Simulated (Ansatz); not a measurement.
TaSbSe:

```
Ta Sb Se
1.0
     3.62961    0.00000    0.00000
     0.00000    3.62961    0.00000
     0.00000    0.00000    5.63455
Ta Sb Se
1 1 1
Cartesian
  0.0000 0.0000 0.0000
  0.0000 0.0000 2.8173
  1.8148 1.8148 0.0000
```

The cell was built by a generator and needn't be a form met in nature.

- Program: Ansatz 0.2.0
- Task: relaxation of cell and atoms
- Functional: BLYP
- Dispersion: D4
- Potentials or basis: Ansatz PAW
- Cutoff: 420 eV (not typed: the program's choice for these potentials)
- k mesh: 7 × 7 × 5
- Occupations: fermi-dirac, width 0.05 eV
- Spin: no spin polarisation

At the start: volume 24.74 Å³/atom.

**Question.** Where does the relaxation end?

**Answer.** It ends after 5 steps and the volume is 25.22 Å³/atom (+1.9 %); space group P4/mmm (No. 123, to 0.05 Å).

The path:
```
step  energy change (eV)  largest force (eV/Å)  volume (Å³)
   1              0.0000                0.0000        74.23
   2             -0.0052                0.0000        75.45
   3             -0.0062                0.0000        75.59
   4             -0.0063                0.0000        75.66
   5             -0.0066                0.0000        75.66
```

Final structure:
```
Ta Sb Se
1.0
     3.67366    0.00000    0.00000
     0.00000    3.67366    0.00000
     0.00000    0.00000    5.60598
Ta Sb Se
1 1 1
Direct
  0.00000 0.00000 0.00000
  0.00000 0.00000 0.50000
  0.50000 0.50000 0.00000
```

Caveat: the plane-wave basis is chosen anew once the cell has moved, so the energies of steps on either side of that aren't comparable; pairwise dispersion overbinds metals, which lowers pressure and volume; the PAW data sets come from PBE, with cores solved anew for the run's functional, which leaves a small shift of forces and pressure.
